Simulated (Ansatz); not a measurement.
# C₃H₇BO₂: a ladder of functionals and wavefunction methods

One table from this session's results is given with a row withheld; the runs are named, their logs left out.

Method: functionals in def2-TZVPP, the program's frozen cores in correlated methods; program: Ansatz 0.2.0, Gaussian basis.

The runs, in order: PBE-D4, r2SCAN-D4, PBE0-D4, B3LYP-D4, ωB97X-V, ωB97M-V, B2PLYP; CCSD(T)/def2-TZVPP; MP2/def2-QZVPP; extrapolation to the limit.

**The relaxed structure**

The geometry comes from an earlier relaxation with PBE0-D4 in a triple-zeta def2 set; it is a stationary point, not always the lowest conformer.

SMILES `B/C=C(/O)OC`, 13 atoms, charge 0, spin multiplicity 1.

Atoms are counted from 1 here; the program's logs count them from 0.

Bond lengths: B1–C2 1.502 Å, B1–H7 1.198 Å, B1–H8 1.199 Å, C2–C3 1.356 Å, C2–H9 1.085 Å, C3–O4 1.338 Å, C3–O5 1.334 Å, O4–H10 0.963 Å, O5–C6 1.415 Å, C6–H11 1.088 Å, C6–H12 1.097 Å, C6–H13 1.093 Å. Angles: C2–B1–H7 121.2°, C2–B1–H8 120.0°, H7–B1–H8 118.8°, B1–C2–C3 123.8°, B1–C2–H9 122.8°, C3–C2–H9 113.5°, C2–C3–O4 120.8°, C2–C3–O5 122.4°, O4–C3–O5 116.9°, C3–O4–H10 111.2°, C3–O5–C6 119.3°, O5–C6–H11 105.8°, O5–C6–H12 112.2°, O5–C6–H13 111.5°, H11–C6–H12 107.7°, H11–C6–H13 109.4°, H12–C6–H13 110.0°.

Geometry (Å):

```xyz
13
C3H7BO2
B    -0.27641   -2.10522    1.16824
C     0.67802   -0.94730    1.10783
C     0.46133    0.17036    0.37060
O     1.40645    1.11166    0.26005
O    -0.69246    0.39783   -0.25885
C    -0.70258    1.21972   -1.41109
H    -1.29249   -2.10659    0.53389
H    -0.02209   -3.05560    1.85358
H     1.61976   -0.93378    1.64697
H     1.04643    1.92605   -0.10621
H    -1.67739    1.07372   -1.87113
H    -0.60795    2.28430   -1.16164
H     0.07988    0.93014   -2.11735
```

The first run:

in.yaml reads:

```yaml
crystal:
  periodic: [false, false, false]
  atoms:
    - {symbol: B, position_ang: [-0.276407, -2.105222, 1.168245]}
    - {symbol: C, position_ang: [0.678021, -0.947296, 1.107826]}
    - {symbol: C, position_ang: [0.461326, 0.170364, 0.370595]}
    - {symbol: O, position_ang: [1.406451, 1.111665, 0.260049]}
    - {symbol: O, position_ang: [-0.692464, 0.397831, -0.258846]}
    - {symbol: C, position_ang: [-0.702578, 1.219724, -1.411090]}
    - {symbol: H, position_ang: [-1.292485, -2.106589, 0.533894]}
    - {symbol: H, position_ang: [-0.022091, -3.055601, 1.853578]}
    - {symbol: H, position_ang: [1.619762, -0.933782, 1.646970]}
    - {symbol: H, position_ang: [1.046426, 1.926048, -0.106208]}
    - {symbol: H, position_ang: [-1.677389, 1.073718, -1.871126]}
    - {symbol: H, position_ang: [-0.607948, 2.284300, -1.161641]}
    - {symbol: H, position_ang: [0.079878, 0.930139, -2.117347]}
basis:
  gaussian: {orbitals: def2-TZVPP}
hamiltonian: {xc: pbe, dispersion: d4}
output: {forces: true, orbitals: {seedname: orbitals}}
```

Started as:

```console
$ ansatz run in.yaml --threads 4 --pin off --events-out ev --progress --plain --max-ram 10444MiB
```

Among the steps run: PBE-D4 (GGA); r2SCAN-D4 (meta-GGA); PBE0-D4 (hybrid); B3LYP-D4 (hybrid); ωB97X-V (range-separated); ωB97M-V (range-separated); B2PLYP (double hybrid); CCSD(T) in def2-TZVPP; MP2 in def2-QZVPP.

One of the session's tables, all rows but one given; the rest of the session is left out.

| method | atoms, summed (eV) | atomisation energy (eV) |
| --- | --- | --- |
| PBE-D4 | -7932.518 | 55.410 |
| r2SCAN-D4 | -7938.983 | 54.156 |
| PBE0-D4 | -7934.265 | 54.141 |
| B3LYP-D4 | -7944.364 | 53.869 |
| ωB97X-V | -7941.204 | 53.801 |
| ωB97M-V | -7940.334 | 53.973 |
| B2PLYP | -7937.851 | 53.305 |
| HF/def2-TZVPP | -7911.430 | 38.809 |
| MP2/def2-TZVPP | -7925.720 | 53.478 |
| CCSD/def2-TZVPP | -7928.855 | 51.366 |
| CCSD(T)/def2-TZVPP | -7929.212 | 52.261 |
| MP2/CBS | -7928.431 | 54.785 |
| CCSD(T)/CBS | ? | ? |

Estimate the missing values for CCSD(T)/CBS.

The run gave: atoms, summed (eV): -7931.922; atomisation energy (eV): 53.567. In the column «atoms, summed (eV)» it lies between PBE-D4 (-7932.518) and CCSD(T)/def2-TZVPP (-7929.212).

Limits of these values: Free atoms (1 B, 3 C, 2 O, 7 H) were run apart at each level; the atomisation energy is their sum less the molecule, without zero-point or spin-orbit terms.
